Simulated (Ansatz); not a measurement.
Crystal: NiMoIrPdW.

```
CELL_PARAMETERS angstrom
4.11705 0.00000 0.00000
-2.05853 3.56547 0.00000
0.00000 0.00000 5.44580
ATOMIC_POSITIONS crystal
Ni 0.00000 0.00000 0.95775
Mo 0.66667 0.33333 0.96161
Pd 0.66667 0.33333 0.46295
Ir 0.33333 0.66667 0.72572
W 0.33333 0.66667 0.23642
```

The cell was built by a generator and needn't be a form met in nature.

Base run:

| Item | Value |
| --- | --- |
| Program | Ansatz 0.2.0 |
| Functional | PBE |
| Potentials or basis | all-electron LAPW, scalar-relativistic |
| Cutoff | 315 eV |
| Density cutoff | 1258 eV |
| Basis error allowed | 0.002 eV/atom |
| k mesh | 6 × 6 × 4 |
| Occupations | fermi-dirac, width 0.05 eV |
| Spin | collinear spin, ferromagnetic start |
| Starting moments | [1.0, 1.0, 0.0, 0.6, 0.0] μB |

Its results: pressure 0.0 GPa; net moment 0.00 μB per cell; largest force 0.168 eV/Å.

Problem. The run is repeated on the same cell with these changes: functional from PBE to RPBE. What comes out?

Solution. Pressure 3.7 GPa; net moment 0.00 μB per cell; largest force 0.196 eV/Å.

RPBE binds less tightly than PBE, so the same cell stands under more pressure.

Caveats: the k mesh is thin for a metal, which can move the energy by tens of meV per atom.

Not every run made on this cell is shown here.
